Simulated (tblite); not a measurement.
# C5H11GaOSi: the cost of one run

The runs use tblite 0.8.0 and PySCF 2.14.0, with density-fitted response routines of our own; the level of theory stands in each step. All values are computed, except where a source is named. Atoms count from 0, in the outputs and in this text.

**1. Starting geometry**

19 atoms, charge 0, multiplicity 1; geometry from: force field or distance geometry start.

Bonds of the start (Å): C0–C1 1.22, C1–C2 1.47, C2–C3 1.51, C3–Ga4 1.96, C2–Si5 1.87, Si5–O6 1.71, O6–C7 1.39, C0–H8 1.06, C2–H9 1.10, C3–H10 1.12, C3–H11 1.13, Ga4–H12 1.65, Ga4–H13 1.60, Si5–H14 1.47, Si5–H15 1.48, C7–H16 1.13, C7–H17 1.09, C7–H18 1.13.

**2. Optimising the geometry with GFN2-xTB**

What the job is given:

```
{"job": {"kind": "relax", "xc": "GFN2-xTB", "basis": "xTB"}, "charge": 0, "multiplicity": 1}
C      1.735200     2.601300    -0.484200
C      1.199200     1.509300    -0.515800
C      0.566900     0.187300    -0.514300
C      1.286400    -0.678000     0.493700
Ga     3.112400    -0.682500    -0.215000
Si    -1.252100     0.347200    -0.133200
O     -1.807800    -0.874600     0.922800
C     -3.192800    -0.933100     0.816100
H      2.183200     3.563700    -0.445300
H      0.676400    -0.210900    -1.538300
H      0.614600    -1.545000     0.702400
H      1.360600    -0.060500     1.437700
H      4.506500    -0.533000     0.659000
H      3.322100    -1.764700    -1.369100
H     -2.089400     0.295500    -1.338300
H     -1.464200     1.681700     0.471900
H     -3.529100    -1.832000     0.216500
H     -3.562700    -0.006500     0.383300
H     -3.675300    -1.056000     1.831100
```

The run is started by

```
$ OMP_NUM_THREADS=1 python probes_run.py task.json out
```

One launch serves the whole session: the jobs run in the order shown.

Q: Estimate the wall time and peak memory of this first job on 1 thread of Arm Neoverse V1, shared host.

About 1.6 s, with a peak of 0.18 GiB.
